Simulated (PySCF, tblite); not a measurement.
**C7H10F2O: geometry, infrared bands and NMR shifts**

Wanted: the infrared bands and NMR shifts of C7H10F2O (`C=C[C@@H]1C[C@@H](F)[C@@H]1OCF`), by calculation.

Programs: tblite 0.8.0 and PySCF 2.14.0, with density-fitted response routines of our own. Each step states its level of theory. These are calculated values for one molecule in the gas phase, unless marked as measured. Atoms are numbered from 0 throughout.

### Step 1. The molecule as given

20 atoms, charge 0, multiplicity 1; geometry from: force field or distance geometry start.

Bonds of the start (Å): C0–C1 1.35, C1–C2 1.49, C2–C3 1.51, C3–C4 1.51, C4–F5 1.38, C4–C6 1.51, C6–O7 1.37, O7–C8 1.40, C8–F9 1.38, C6–C2 1.51, C0–H10 1.10, C0–H11 1.08, C1–H12 1.07, C2–H13 1.11, C3–H14 1.11, C3–H15 1.09, C4–H16 1.12, C6–H17 1.13, C8–H18 1.12, C8–H19 1.12.

### Step 2. Optimising the geometry with GFN2-xTB

The job: settings as JSON, then the geometry in Å.

```
{"job": {"kind": "relax", "xc": "GFN2-xTB", "basis": "xTB"}, "charge": 0, "multiplicity": 1}
C      2.403300     1.433700    -0.683700
C      1.636200     0.325100    -0.762100
C      0.763700    -0.093200     0.374000
C      0.720600    -1.600300     0.426700
C     -0.366200    -1.498500    -0.610700
F     -1.321100    -2.485900    -0.524100
C     -0.713600    -0.197500     0.078400
O     -1.306800     0.773600    -0.676700
C     -2.457500     1.189600    -0.005700
F     -2.209600     1.718600     1.246000
H      2.363800     2.071400     0.217600
H      3.025500     1.690300    -1.533700
H      1.732700    -0.236100    -1.668200
H      1.008400     0.371800     1.346400
H      0.355700    -1.956600     1.414600
H      1.655000    -2.057700     0.089300
H      0.040900    -1.356900    -1.646100
H     -1.255600    -0.438200     1.040700
H     -2.903200     2.027100    -0.604800
H     -3.177400     0.330500     0.069300
```

Command:

```bash
> OMP_NUM_THREADS=1 python probes_run.py task.json out
```

This one command runs all jobs of the session in turn.

**Question.** This job is followed by: GFN2-xTB harmonic vibrations, gas phase; GIAO PBE0/pcSseg-1 NMR shielding, non-relativistic, gas phase. Predict these results of the whole session: strongest single infrared mode (GFN2-xTB); zero-point energy (GFN2-xTB); ¹³C shifts against TMS (PBE0/pcSseg-1); ¹H shifts against TMS (PBE0/pcSseg-1); ¹⁹F shifts against CFCl3 (PBE0/pcSseg-1); ¹⁷O shifts against H2O (PBE0/pcSseg-1).

As calculated:

| quantity | value |
| --- | --- |
| strongest single infrared mode (GFN2-xTB) | 958 cm⁻¹, 147 km/mol |
| zero-point energy (GFN2-xTB) | 98.5 kcal/mol |
| ¹³C shifts against TMS (PBE0/pcSseg-1) | 147.2, 122.8, 104.0, 96.8, 80.0, 39.3, 31.1 ppm |
| ¹H shifts against TMS (PBE0/pcSseg-1) | 6.13, 5.76, 5.63, 5.40, 5.36, 5.19, 4.80, 2.95, 2.20, 2.09 ppm |
| ¹⁹F shifts against CFCl3 (PBE0/pcSseg-1) | -184.8, -189.3 ppm |
| ¹⁷O shifts against H2O (PBE0/pcSseg-1) | 109.5 ppm |

In words: Relaxing lowered the energy by 0.878 eV in 144 steps; the close pair that moved most is C6–O7, from 1.366 to 1.413 Å. No mode is imaginary among the 54: a minimum at this level. The strongest single mode, at 958 cm⁻¹, moves mainly C8 and F9. Unscaled tight-binding wavenumbers are off by several per cent, some by more. Its intensities can rank the bands wrongly. The most deshielded carbon is C1 (alkene CH), at 147.2 ppm: the olefinic region. The most deshielded hydrogen is H12 (hydrogen on an alkene CH), at 6.13 ppm: attached to an sp2 carbon and in the plane of the double bond. At PBE0/pcSseg-1: Shielding is most anisotropic at C1 (span 240 ppm, paramagnetic term -215 ppm).
